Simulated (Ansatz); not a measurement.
# B2Ru: the cost of one run

Computed with Ansatz 0.2.0 (DFT r2SCAN, scalar-relativistic, plane waves, PAW, unless a step's input says otherwise).

2 further runs of the same task are left out: 2 set aside as unsound or not needed.

## Step 1: The starting structure

It takes space group Pmmn (No. 59, orthorhombic). Conventional cell: a = 2.870 Å, b = 4.640 Å, c = 4.038 Å, α = 90.00°, β = 90.00°, γ = 90.00°. Around B (site symmetry m) lie 3 B at 1.82 to 1.88 Å and 4 Ru at 2.16 to 2.27 Å. Around Ru (site symmetry mm2) lie 8 B at 2.16 to 2.27 Å.

As a file:

```cif
data_structure
_symmetry_space_group_name_H-M 'P 1'
_symmetry_Int_Tables_number 1
_cell_length_a 2.8704
_cell_length_b 4.6403
_cell_length_c 4.0379
_cell_angle_alpha 90.000
_cell_angle_beta 90.000
_cell_angle_gamma 90.000
_cell_volume 53.78
loop_
_atom_site_label
_atom_site_type_symbol
_atom_site_fract_x
_atom_site_fract_y
_atom_site_fract_z
_atom_site_occupancy
B1 B 0.00000 0.80394 0.36255 1
B2 B 0.00000 0.19606 0.36255 1
B3 B 0.50000 0.30394 0.63745 1
B4 B 0.50000 0.69606 0.63745 1
Ru1 Ru 0.00000 0.00000 0.84671 1
Ru2 Ru 0.50000 0.50000 0.15329 1
```

It is the result of an earlier relaxation at this level (volume 8.96 Å³/atom; gap on the mesh: none (metal)).

## Step 2: The unstrained reference

File input.yaml:

```yaml
crystal:
  lattice:
    - [2.8704129602, 0.0, 0.0]
    - [0.0, 4.6403084205, 0.0]
    - [0.0, 0.0, 4.037880833]
  atoms:
    - { symbol: B, position: [0.0, 0.8039374087, 0.3625471545] }
    - { symbol: B, position: [0.0, 0.1960625913, 0.3625471545] }
    - { symbol: B, position: [0.5, 0.3039374087, 0.6374528455] }
    - { symbol: B, position: [0.5, 0.6960625913, 0.6374528455] }
    - { symbol: Ru, position: [0.0, 0.0, 0.8467087075] }
    - { symbol: Ru, position: [0.5, 0.5, 0.1532912925] }
basis:
  ecutwfc: 500
kpoints:
  mp_grid: { grid: [12, 8, 10] }
hamiltonian:
  xc: r2scan
scf:
  occupations: { method: gaussian, width: 0.1 }
output:
  forces: true
  stress: true
  eigenvalues: true
```

Run with:

```sh
> ansatz run input.yaml --threads 1 --pin off --max-ram 2560MiB --backend cpu --events-out ev --progress --plain --runs-dir out
```

What time and memory should one allow on 1 thread of Intel Xeon at 2.70GHz, shared host?

About 52 s, with a peak of 0.67 GiB.
